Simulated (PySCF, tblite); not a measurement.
# B₃H₇N₃O₄P, a small molecule taken as a stand-in for a surface group (BN ring, B edge): infrared bands, NMR shifts, core binding energies and electronic excitations, part 2 of 2

tblite 0.8.0 and PySCF 2.14.0. Atoms count from 0, parts from 1. Earlier steps stand in the parts before.

### 6 Ultraviolet spectrum: wB97X-D/def2-SVP

What the job is given:

```
{"job": {"kind": "uv", "xc": "wB97X-D", "basis": "def2-SVP", "nstates": 6, "ntriplets": 2, "ip": false}, "charge": 0, "multiplicity": 1}
N     -1.127187    -1.382066    -0.689618
B     -2.494642    -1.124529    -0.415312
N     -2.792644     0.063707     0.296280
B     -1.808253     0.985225     0.736093
N     -0.460940     0.670711     0.430636
B     -0.103064    -0.498332    -0.275550
O      1.217009    -0.820348    -0.582802
P      2.515679    -0.022998    -0.248213
O      3.762592    -0.625661    -0.709206
O      2.261053     1.452050    -0.833566
O      2.465725     0.208816     1.341772
H     -0.861997    -2.213913    -1.193095
H     -3.334578    -1.863540    -0.763454
H     -3.759082     0.265989     0.501822
H     -2.092772     1.958597     1.322886
H      0.282233     1.288687     0.717826
H      3.023761     1.709418    -1.348669
H      3.307107    -0.051812     1.712169
```

Method: TDDFT wB97X-D/def2-SVP, vertical, gas phase, core orbitals frozen in the response.

Log:

```text
coarse grid: 16752 points
cycle   1  E = -884.5192155763  dE =  2.704e+00  |g| = 1.316e+00  |ddm| = 4.749e+00
cycle   2  E = -884.4917218167  dE =  2.749e-02  |g| = 1.434e+00  |ddm| = 2.093e+00
cycle   3  E = -884.8578270317  dE = -3.661e-01  |g| = 1.745e-01  |ddm| = 1.160e+00
cycle   4  E = -884.8628558102  dE = -5.029e-03  |g| = 6.849e-02  |ddm| = 1.705e-01
cycle   5  E = -884.8637608697  dE = -9.051e-04  |g| = 8.712e-03  |ddm| = 5.482e-02
cycle   6  E = -884.8637788953  dE = -1.803e-05  |g| = 3.544e-03  |ddm| = 1.113e-02
cycle   7  E = -884.8637815539  dE = -2.659e-06  |g| = 8.486e-04  |ddm| = 3.420e-03
final grid: 160968 points
cycle   8  E = -884.9846755625  dE = -8.958e-05  |g| = 1.198e-02  |ddm| = 3.771e-02
cycle   9  E = -884.9846796764  dE = -4.114e-06  |g| = 1.132e-02  |ddm| = 1.677e-02
cycle  10  E = -884.9847049187  dE = -2.524e-05  |g| = 8.077e-04  |ddm| = 7.585e-03
cycle  11  E = -884.9847050443  dE = -1.256e-07  |g| = 4.570e-04  |ddm| = 1.111e-03
cycle  12  E = -884.9847050871  dE = -4.284e-08  |g| = 1.453e-04  |ddm| = 5.702e-04
cycle  13  E = -884.9847050919  dE = -4.717e-09  |g| = 2.213e-05  |ddm| = 1.686e-04
cycle  14  E = -884.9847050920  dE = -1.544e-10  |g| = 1.528e-05  |ddm| = 4.634e-05
converged SCF energy = -884.9847050920

Static polarisability (au): isotropic 75.412, principal 53.651 76.236 96.348

Singlet excitations
state   eV       nm        f      main configurations
  1   7.2919    170.0   0.02574   H->L 0.75, H-1->L+1 0.22
  2   8.2311    150.6   0.10069   H-1->L 0.88, H->L+1 0.09
  3   8.4209    147.2   0.02302   H-4->L 0.92
  4   8.5504    145.0   0.48844   H->L+1 0.86
  5   8.6151    143.9   0.33581   H-1->L+1 0.73, H->L 0.21
  6   8.7229    142.1   0.02421   H-2->L+2 0.90

Triplet excitations (Tamm-Dancoff, eV): 6.7649 6.8623
```

Wall time 59 s (1 thread of Intel Xeon Platinum 8259CL at 2.50GHz, shared host); peak memory 1 GiB.

Frontier orbitals and where they lie:

```csv
orbital,eV,atoms
HOMO−3,-10.61,"O8 75 %, P7 9 %, O10 4 %"
HOMO−2,-10.52,"O8 71 %, P7 9 %, O10 8 %"
HOMO−1,-10.14,"N4 41 %, N0 34 %, B1 10 %"
HOMO,-9.87,"N2 45 %, N0 18 %, N4 11 %"
LUMO,2.38,"B1 40 %, B3 40 %, N0 7 %"
LUMO+1,2.94,"B5 38 %, B3 19 %, B1 18 %"
LUMO+2,2.96,"H16 29 %, H17 29 %, P7 7 %"
```

With each of the 6 states as a Gaussian band of 0.4 eV half-width at 1/e, the curve within the window shown has maxima at 169 nm (ε 1,100), 144 nm (ε 37,000) L/(mol cm). Beyond the last state computed it falls off for lack of states. The curve at chosen wavelengths:

```
 nm  ε (L/mol/cm)
137         10445
139         19167
141         28562
143         35230
145         36655
146         35284
148         29464
150         21757
152         14471
154          8827
156          5036
158          2780
160          1602
161          1287
163          1001
165           972
167          1027
169          1062
171          1029
173           921
175           763
176           675
178           501
180           347
182           225
184           138
```

Ground-state properties from the same run:

```csv
property,computed
dipole moment (D),1.66
polarisability (Å³),11.17
HOMO–LUMO gap (eV),12.25
−ε(HOMO) (eV),9.87
```

### 7 NMR shieldings: OPBE/def2-SVP in water

Same as in step 6 but for these lines:

```diff
@@ -1,2 +1,2 @@
-{"job": {"kind": "uv", "xc": "wB97X-D", "basis": "def2-SVP", "nstates": 6, "ntriplets": 2, "ip": false}, "charge": 0, "multiplicity": 1}
+{"job": {"kind": "nmr", "xc": "OPBE", "basis": "def2-SVP", "pop": false, "solvent": "water"}, "charge": 0, "multiplicity": 1}
 N     -1.127187    -1.382066    -0.689618
```

With the program's defaults for keys left out, this is: GIAO OPBE/def2-SVP NMR shielding, non-relativistic, IEF-PCM water.

Log:

```text
coarse grid: 16752 points
cycle   1  E = -884.3366229520  dE =  2.070e+00  |g| = 1.380e+00  |ddm| = 4.983e+00
cycle   2  E = -883.5990927817  dE =  7.375e-01  |g| = 2.339e+00  |ddm| = 3.001e+00
cycle   3  E = -884.6745015719  dE = -1.075e+00  |g| = 3.967e-01  |ddm| = 2.188e+00
cycle   4  E = -884.7050597630  dE = -3.056e-02  |g| = 1.007e-01  |ddm| = 3.911e-01
cycle   5  E = -884.7068138645  dE = -1.754e-03  |g| = 3.014e-02  |ddm| = 9.813e-02
cycle   6  E = -884.7070250502  dE = -2.112e-04  |g| = 5.947e-03  |ddm| = 3.508e-02
cycle   7  E = -884.7070308168  dE = -5.767e-06  |g| = 3.009e-03  |ddm| = 6.347e-03
final grid: 160968 points
cycle   8  E = -884.8438899901  dE = -9.239e-05  |g| = 2.737e-02  |ddm| = 7.649e-02
cycle   9  E = -884.8436771074  dE =  2.129e-04  |g| = 4.333e-02  |ddm| = 5.454e-02
cycle  10  E = -884.8440319258  dE = -3.548e-04  |g| = 6.073e-03  |ddm| = 3.438e-02
cycle  11  E = -884.8440394842  dE = -7.558e-06  |g| = 1.311e-03  |ddm| = 5.850e-03
cycle  12  E = -884.8440398038  dE = -3.196e-07  |g| = 3.324e-04  |ddm| = 1.281e-03
cycle  13  E = -884.8440398236  dE = -1.979e-08  |g| = 1.121e-04  |ddm| = 3.191e-04
cycle  14  E = -884.8440398260  dE = -2.354e-09  |g| = 3.450e-05  |ddm| = 1.099e-04
cycle  15  E = -884.8440398262  dE = -2.403e-10  |g| = 5.097e-06  |ddm| = 3.046e-05
converged SCF energy = -884.8440398262

GIAO shielding tensors (ppm)
atom      isotropic    diamagn.    paramagn.     s11        s22        s33       span
  0 N      156.627     314.152    -157.525     56.072    168.426    245.383    189.311
  1 B       84.589     206.445    -121.856     59.269     71.207    123.291     64.022
  2 N      142.188     307.969    -165.781     12.202    159.076    255.285    243.083
  3 B       84.962     207.590    -122.629     59.367     71.920    123.598     64.231
  4 N      155.792     319.168    -163.376     59.080    163.601    244.696    185.616
  5 B       90.901     210.556    -119.655     68.924     97.472    106.306     37.383
  6 O      199.690     394.505    -194.815    155.799    214.653    228.618     72.818
  7 P      398.128     967.846    -569.718    327.875    346.651    519.859    191.985
  8 O      213.074     390.922    -177.848    192.414    193.996    252.811     60.397
  9 O      237.707     390.033    -152.326    197.281    204.806    311.033    113.752
 10 O      237.583     390.042    -152.459    197.119    204.559    311.071    113.953
 11 H       25.845      30.856      -5.011     20.514     26.444     30.576     10.062
 12 H       26.954      29.562      -2.607     24.599     27.016     29.248      4.649
 13 H       25.239      26.416      -1.177     20.924     24.917     29.877      8.953
 14 H       26.948      31.907      -4.959     24.478     27.226     29.140      4.662
 15 H       25.769      36.403     -10.634     19.383     26.790     31.135     11.752
 16 H       28.181      27.796       0.385     20.750     23.208     40.583     19.833
 17 H       28.185      27.838       0.346     20.756     23.221     40.577     19.820
```

It took 39 s on 1 thread of Intel Xeon Platinum 8259CL at 2.50GHz, shared host; peak memory 0.89 GiB.

In short: σ N2 142.2, N4 155.8, N0 156.6, B1 84.6, H13 25.24, H15 25.77 ppm.

### 8 Comparing the runs: NMR shifts

Isotropic shieldings (ppm) of some atoms, chosen among heavy atoms and hydrogens apart, means over like atoms, with basis size and wall time:

```csv
run,H13,H11,N2,N4,O8,O9,P7,functions,time
PBE0/pcSseg-1,25.92,26.44,125.8,139.4,184.3,221.9,324.9,229,65 s
OPBE/def2-SVP in water,25.24,25.84,142.2,155.8,213.1,237.6,398.1,193,39 s
```

### 9 What came out

What follows sums up all 2 parts.

| quantity | value |
| --- | --- |
| strongest single infrared mode (GFN2-xTB) | 1405 cm⁻¹ |
| ¹H shifts against TMS (PBE0/pcSseg-1, means over atoms taken as alike) | 5.79, 5.56, 5.27, 4.77, 4.76, 3.40 ppm |
| ¹⁵N shifts against NH3 (PBE0/pcSseg-1) | 142.0, 128.3, 126.3 ppm |
| ¹¹B shifts against BF3·OEt2 (PBE0/pcSseg-1) | 27.5, 27.2, 20.5 ppm |
| ¹⁷O shifts against H2O (PBE0/pcSseg-1, means over atoms taken as alike) | 151.8, 149.4, 114.2 ppm |
| ³¹P shifts against H3PO4 (PBE0/pcSseg-1) | -6.5 ppm |
| N1s binding energies, SCAN/pcX-2 (standing for 2 of 3 atoms) | N0 404.80, N4 404.80 eV |
| B1s binding energies, SCAN/pcX-2 (standing for 1 of 3 atoms) | B5 197.23 eV |
| O1s binding energies, SCAN/pcX-2 (standing for 1 of 4 atoms) | O6 539.34 eV |
| lowest singlet (wB97X-D/def2-SVP) | 7.29 eV (170 nm), f = 0.026 |
| brightest single state of those computed | state 4, 8.55 eV, f = 0.488 |
| lowest triplet | 6.76 eV |
| range of the shielding of P7 | 324.9 to 398.1 ppm |

What this shows: No mode is imaginary at GFN2-xTB; the softest lies at 40 cm⁻¹. At PBE0/pcSseg-1: The largest span, 253 ppm, is at N2, where the paramagnetic term is -197 ppm. The N1s levels computed lie within 0.00 eV of one another, too close to rank. Only 2 of the 3 N atoms are covered by sound results. The first singlet state (HOMO→LUMO 0.75, HOMO−1→LUMO+1 0.22) lies at 7.29 eV and is weak; of the 6 states computed, the strongest absorption comes from state 4 at 8.55 eV. The lowest triplet lies 0.53 eV below the lowest singlet (triplets in Tamm-Dancoff, singlets in full TDDFT). The basis of wB97X-D/def2-SVP has no diffuse functions, so Rydberg states are missing and the high states are unreliable. In ppm, P7 moves most: its shielding spreads over 73.3 ppm, from 324.9 (PBE0/pcSseg-1) to 398.1 (OPBE/def2-SVP in water). A capped cluster stands for the solid here, so long-range fields and strain are missing, and bands or shifts of the capping hydrogens have no counterpart in it.
